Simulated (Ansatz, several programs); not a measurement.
In₃BiSb₂, ordered on the zincblende lattice (P3m1) with 6 atoms a cell, relaxed with PBE in Ansatz (plane waves, PAW): it is trigonal, P3m1 (No. 156); conventional cell a = 4.745 Å, c = 11.615 Å, 37.75 Å³ an atom. Around Sb lie 4 In at 2.87–2.89 Å; around Sb lie 4 In at 2.88–2.89 Å; around Bi lie 4 In at 2.93–2.95 Å; around In lie 4 Sb at 2.88–2.89 Å; around In lie 3 Sb at 2.89 Å and 1 Bi at 2.95 Å; around In lie 1 Sb at 2.87 Å and 3 Bi at 2.93 Å. The cell was then scaled with its shape and fractional coordinates held, which makes it stiffer than a relaxed compression. Values at 0 K without nuclear motion; spin polarisation is off, and the phase may be a hypothetical one.

```csv
V (Å³/atom),E (meV/atom)
35.482,16.34
37.747,0.00
38.879,3.51
40.012,13.10
```

Task: Pass a cubic E = c₀ + c₁u + c₂u² + c₃u³, with u = V − 38.030 Å³, through these points.

Result: c₀ = 0.24, c₁ = +1.630, c₂ = 2.744, c₃ = -0.1476 (meV and Å³).

Task: Where is the minimum, and what bulk modulus follows?

Result: dE/du = 0 at u = -0.290, so V₀ = 37.74 Å³. B = V₀ d²E/dV² = 37.74 × (2c₂ + 6c₃u) = 37.74 × 5.745 = 217 meV/Å³, and 1 meV/Å³ is 0.16022 GPa: 35 GPa. A third-order Birch-Murnaghan fit to all five points gives 37.74 Å³ and 34 GPa.

Task: Predict the energy and the pressure at the withheld volume, 36.614 Å³.

Result: With u = -1.416: E ≈ 3.85 meV and P = −dE/dV ≈ +1.13 GPa. The run gives 3.81 meV and, from its stress, +1.12 GPa.
